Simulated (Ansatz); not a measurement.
# C₆H₁₀O₂: basis-set convergence

One table from this session's results is given with a row withheld; the runs are named, their logs left out.

The runs use Ansatz 0.2.0, Gaussian basis; one geometry, several basis sets.

Plan: PBE0-D4/def2-SVP; ωB97M-V/def2-SVP; PBE0-D4/def2-QZVPP; ωB97M-V/def2-QZVPP; the functionals' def2-TZVPP values are taken from earlier runs.

### Structure used throughout

The geometry comes from an earlier relaxation with PBE0-D4 in a triple-zeta def2 set; it is a stationary point, not always the lowest conformer.

18 atoms, charge 0, spin multiplicity 1.

Atoms are counted from 1 here; the program's logs count them from 0.

Bond lengths: C1–C2 1.513 Å, C1–H9 1.091 Å, C1–H10 1.091 Å, C1–H11 1.091 Å, C2–C3 1.503 Å, C2–H12 1.098 Å, C2–H13 1.097 Å, C3–O4 1.205 Å, C3–C5 1.523 Å, C5–C6 1.523 Å, C5–H14 1.090 Å, C5–H15 1.090 Å, C6–C7 1.498 Å, C6–O8 1.205 Å, C7–H16 1.094 Å, C7–H17 1.094 Å, C7–H18 1.088 Å. Angles: C2–C1–H9 110.9°, C2–C1–H10 110.7°, C2–C1–H11 111.0°, H9–C1–H10 108.3°, H9–C1–H11 107.3°, H10–C1–H11 108.5°, C1–C2–C3 114.0°, C1–C2–H12 111.5°, C1–C2–H13 112.3°, C3–C2–H12 106.8°, C3–C2–H13 107.0°, H12–C2–H13 104.7°, C2–C3–O4 123.5°, C2–C3–C5 115.7°, O4–C3–C5 120.8°, C3–C5–C6 107.0°, C3–C5–H14 108.2°, C3–C5–H15 111.0° and more.

As a file:

```xyz
18
charge 0, multiplicity 1
C    -1.97731    1.95654    0.21703
C    -1.04818    0.96425    0.88030
C    -0.73894   -0.24054    0.03702
O    -1.25572   -0.45537   -1.03037
C     0.33218   -1.17320    0.58633
C     1.66202   -0.71974   -0.00099
C     2.03129   -1.31867   -1.32345
O     2.33466    0.10475    0.56416
H    -1.54033    2.34363   -0.70483
H    -2.17909    2.79867    0.88104
H    -2.92643    1.48768   -0.04618
H    -1.46477    0.59103    1.82503
H    -0.08738    1.41499    1.15948
H     0.09362   -2.18942    0.27178
H     0.39557   -1.10005    1.67183
H     2.24541   -2.38357   -1.19024
H     1.18150   -1.25157   -2.00869
H     2.90441   -0.81808   -1.73735
```

Set-up of the first run:

Input file in.yaml:

```yaml
crystal:
  periodic: [false, false, false]
  atoms:
    - {symbol: C, position_ang: [-1.977314, 1.956538, 0.217033]}
    - {symbol: C, position_ang: [-1.048176, 0.964246, 0.880297]}
    - {symbol: C, position_ang: [-0.738940, -0.240543, 0.037021]}
    - {symbol: O, position_ang: [-1.255717, -0.455369, -1.030371]}
    - {symbol: C, position_ang: [0.332176, -1.173202, 0.586327]}
    - {symbol: C, position_ang: [1.662022, -0.719735, -0.000989]}
    - {symbol: C, position_ang: [2.031287, -1.318669, -1.323452]}
    - {symbol: O, position_ang: [2.334659, 0.104751, 0.564158]}
    - {symbol: H, position_ang: [-1.540330, 2.343630, -0.704828]}
    - {symbol: H, position_ang: [-2.179094, 2.798674, 0.881036]}
    - {symbol: H, position_ang: [-2.926432, 1.487676, -0.046177]}
    - {symbol: H, position_ang: [-1.464768, 0.591025, 1.825026]}
    - {symbol: H, position_ang: [-0.087377, 1.414986, 1.159483]}
    - {symbol: H, position_ang: [0.093616, -2.189424, 0.271779]}
    - {symbol: H, position_ang: [0.395572, -1.100051, 1.671832]}
    - {symbol: H, position_ang: [2.245407, -2.383573, -1.190240]}
    - {symbol: H, position_ang: [1.181501, -1.251572, -2.008686]}
    - {symbol: H, position_ang: [2.904408, -0.818084, -1.737350]}
basis:
  gaussian: {orbitals: def2-SVP}
hamiltonian: {xc: pbe0, dispersion: d4}
output: {orbitals: {seedname: orbitals}}
```

Command:

```console
$ ansatz run in.yaml --threads 2 --pin off --events-out ev --progress --plain --max-ram 32768MiB --backend cpu
```

Steps of the session up to this table: PBE0-D4 in def2-SVP; ωB97M-V in def2-SVP; PBE0-D4 in def2-QZVPP; ωB97M-V in def2-QZVPP.

One table of the session follows, with a row left open; its other results are not shown here.

It belongs to the step «Functionals by basis». 

| functional | basis | HOMO (eV) |
| --- | --- | --- |
| PBE0-D4 | def2-SVP | ? |
| PBE0-D4 | def2-TZVPP | -7.34 |
| PBE0-D4 | def2-QZVPP | -7.37 |
| ωB97M-V | def2-SVP | -9.62 |
| ωB97M-V | def2-TZVPP | -9.73 |
| ωB97M-V | def2-QZVPP | -9.75 |

**Question.** Estimate the row for PBE0-D4, def2-SVP.

The run gave: HOMO (eV): -7.25. In the column «HOMO (eV)» it is the highest.
